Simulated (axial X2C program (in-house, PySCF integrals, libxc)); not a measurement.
# Linear OZrO⁺ at several levels

The task here is to estimate one member of a computed series from the others.

Method: all-electron X2C, two-component (2c) or spin-free, O dyall-av3z, Zr dyall-v3z; program: an in-house X2C program for linear molecules on PySCF integrals.

All values are calculated.

2 further runs of the same task are left out: 2 set aside as unsound or not needed.

The first run:

Input file task.json:

```json
{
 "zs": [
  8,
  40,
  8
 ],
 "q": 1,
 "bas": [
  "dyall-av3z",
  "dyall-v3z",
  "dyall-av3z"
 ],
 "r0": [
  1.84,
  1.84
 ],
 "symm": 1,
 "scan": [
  "PBE0",
  "HF",
  "r2SCAN"
 ],
 "levels": [
  "PBE0",
  "HF",
  "BHandHLYP"
 ],
 "nst": 2
}
```

Keys: zs atomic numbers; q charge; bas basis sets; r0 starting distance in Å; symm equal bonds; scan levels of the two-bond scan; levels methods; nst determinants followed.

Command:

```bash
python solin.py task.json out
```

Masses O 15.995, Zr 89.905, O 15.995 u.

Among the steps run: Scan at PBE0, 2c; Scan at r2SCAN, 2c; Scan at PBE0, spin-free.

One table of the session follows, with a row left open; its other results are not shown here.

```
            level  lower stretch (cm⁻¹)  upper stretch (cm⁻¹)
         PBE0, 2c                 428.7                 865.6
       r2SCAN, 2c                 590.0                 847.2
  PBE0, spin-free                     ?                     ?
r2SCAN, spin-free                 590.1                 847.4
```

Estimate the missing values for PBE0, spin-free.

As computed: lower stretch (cm⁻¹): 428.5; upper stretch (cm⁻¹): 865.7. In the column «lower stretch (cm⁻¹)» it is the lowest.

Scans not shown above were run alike.

The lower stretch spreads by more than a fifth over the levels, so it depends strongly on the method. The molecule was held linear; bending was not examined, so a bent shape may lie lower.
